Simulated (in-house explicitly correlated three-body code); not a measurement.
# Two electrons around a charge of +1.16: exact states and exact Kohn–Sham parts

An exercise on one series of results from a longer session: the logs are not shown, and one member is left open.

The numbers are computed with in-house explicitly correlated three-body code version 1 (two electrons, non-relativistic, variational in exponentially correlated functions), except any that are marked as measured or tabulated.

## What is computed

| Quantity | Value |
| --- | --- |
| charge of the centre | +1.16 |
| mass of the centre | infinite |
| interactions | Coulomb |
| basis | 260 functions exp(−a r1 − b r2 − g r12) a state, exponent ranges optimised |
| units | hartree and bohr; relativity and QED are left out |

The first run:

Settings:

```ini
Z = 1.16
interaction_strength = 1.0
functions = 260
states_tried = 13
```

The run is started by

```sh
python run_hyl.py task.json out
```

Among the steps run: Input and results.

One of the session's tables, all rows but one given; the rest of the session is left out.

| state | binding (eV) | excitation (eV) | ⟨r12⟩ (bohr) |
| --- | --- | --- | --- |
| 1 ¹S | 2.72285 | 0 | 3.196 |
| 2 ³S | ? | ? | ? |
| 2 ³P | 0.0882250 | 2.63463 | 30.71 |
| 3 ³P | 0.0390816 | 2.68377 | 77.25 |
| 3 ¹P | 0.0388059 | 2.68405 | 77.91 |
| 4 ³S | 0.0318433 | 2.69101 | 102.6 |

Estimate the missing values for 2 ³S.

The run gave: binding (eV): 0.205714; excitation (eV): 2.51714; ⟨r12⟩ (bohr): 16.12. In the column «binding (eV)» it lies between 2 ³P (0.0882250) and 1 ¹S (2.72285).
